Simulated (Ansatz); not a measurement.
**SiBH₆SeN: a ladder of functionals and wavefunction methods**

Aim: compute SiBH₆SeN with functionals from several rungs and with coupled cluster. The yardstick is the atomisation energy at the CCSD(T) limit.

Computed with Ansatz 0.2.0, Gaussian basis. Level: functionals in def2-TZVPP, the program's frozen cores in correlated methods.

The runs, in order: PBE-D4, r2SCAN-D4, PBE0-D4, B3LYP-D4, ωB97X-V, ωB97M-V, B2PLYP; CCSD(T)/def2-TZVPP; MP2/def2-QZVPP; extrapolation to the limit.

### Step 1. Structure used throughout

The geometry comes from an earlier relaxation with PBE0-D4/def2-TZVP; it is a stationary point, not always the lowest conformer.

SMILES `[SiH3]NB[SeH]`, 10 atoms, charge 0, spin multiplicity 1.

Atoms are counted from 1 here; the program's logs count them from 0.

Bond lengths: Si1–N2 1.744 Å, Si1–H5 1.487 Å, Si1–H6 1.480 Å, Si1–H7 1.487 Å, N2–B3 1.401 Å, N2–H8 1.011 Å, B3–Se4 1.946 Å, B3–H9 1.195 Å, Se4–H10 1.471 Å. Angles: N2–Si1–H5 110.4°, N2–Si1–H6 107.5°, N2–Si1–H7 110.4°, H5–Si1–H6 110.4°, H5–Si1–H7 107.8°, H6–Si1–H7 110.4°, Si1–N2–B3 125.8°, Si1–N2–H8 116.7°, B3–N2–H8 117.5°, N2–B3–Se4 125.1°, N2–B3–H9 120.4°, Se4–B3–H9 114.5°, B3–Se4–H10 97.2°.

### Step 2. PBE-D4 (GGA)

in.yaml

```yaml
crystal:
  periodic: [false, false, false]
  atoms:
    - {symbol: Si, position_ang: [-0.706075, 1.365809, 0.607463]}
    - {symbol: N, position_ang: [0.279048, 0.141191, -0.148438]}
    - {symbol: B, position_ang: [0.016504, -1.235077, -0.153141]}
    - {symbol: Se, position_ang: [1.131992, -2.583359, -1.005368]}
    - {symbol: H, position_ang: [-1.173470, 2.351183, -0.402987]}
    - {symbol: H, position_ang: [-1.860170, 0.683290, 1.233895]}
    - {symbol: H, position_ang: [0.078812, 2.102798, 1.632746]}
    - {symbol: H, position_ang: [1.112057, 0.459073, -0.624870]}
    - {symbol: H, position_ang: [-0.953560, -1.667314, 0.394020]}
    - {symbol: H, position_ang: [2.157863, -1.668795, -1.530321]}
basis:
  gaussian: {orbitals: def2-TZVPP}
hamiltonian: {xc: pbe, dispersion: d4}
output: {forces: true, orbitals: {seedname: orbitals}}
```

Run with:

```console
$ ansatz run in.yaml --threads 4 --pin off --events-out ev --progress --plain --max-ram 10444MiB
```

After this run come: r2SCAN-D4 (meta-GGA); PBE0-D4 (hybrid); B3LYP-D4 (hybrid); ωB97X-V (range-separated); ωB97M-V (range-separated); B2PLYP (double hybrid); CCSD(T) in def2-TZVPP; MP2 in def2-QZVPP.

**Question.** What will the summary of the whole plan be? Wanted: atomisation energy, CCSD(T)/CBS; farthest; mean size of error, hybrid; mean size of error, range-separated; gap, smallest and largest; T1 diagnostic; triples share of the correlation energy.

**Answer**, as computed:

| quantity | value |
| --- | --- |
| atomisation energy, CCSD(T)/CBS | 34.183 eV |
| functionals within 0.342 eV (1.0 %) | PBE-D4, r2SCAN-D4, PBE0-D4, B3LYP-D4, ωB97X-V, ωB97M-V |
| farthest | B2PLYP (-0.357 eV) |
| mean size of error, hybrid | 0.143 eV |
| mean size of error, range-separated | 0.128 eV |
| gap, smallest and largest | 4.94 eV (PBE-D4), 11.36 eV (ωB97X-V) |
| T1 diagnostic | 0.0113 |
| triples share of the correlation energy | 3.7 % |

**Reading.** PBE-D4 misses by +0.228 eV, or 0.025 eV for each of 9 bonds. Double hybrids carry the basis error of their MP2 part in triple zeta, and no dispersion term here, so their miss is partly the set-up's. The reference freezes the cores and leaves out relativity and excitations past (T), and its outer-core shells are covered unevenly, so misses under about 0.342 eV can't be ranked. All levels share the lack of spin-orbit coupling, which lowers the free heavy atoms and so the true binding. Hartree-Fock recovers 74 % of the binding; the rest is correlation. The gap grows from 4.9 to 11.4 eV across the functionals, mostly with the share of exact exchange. Correlated methods include outer-core shells of Se, which these sets cover unevenly.
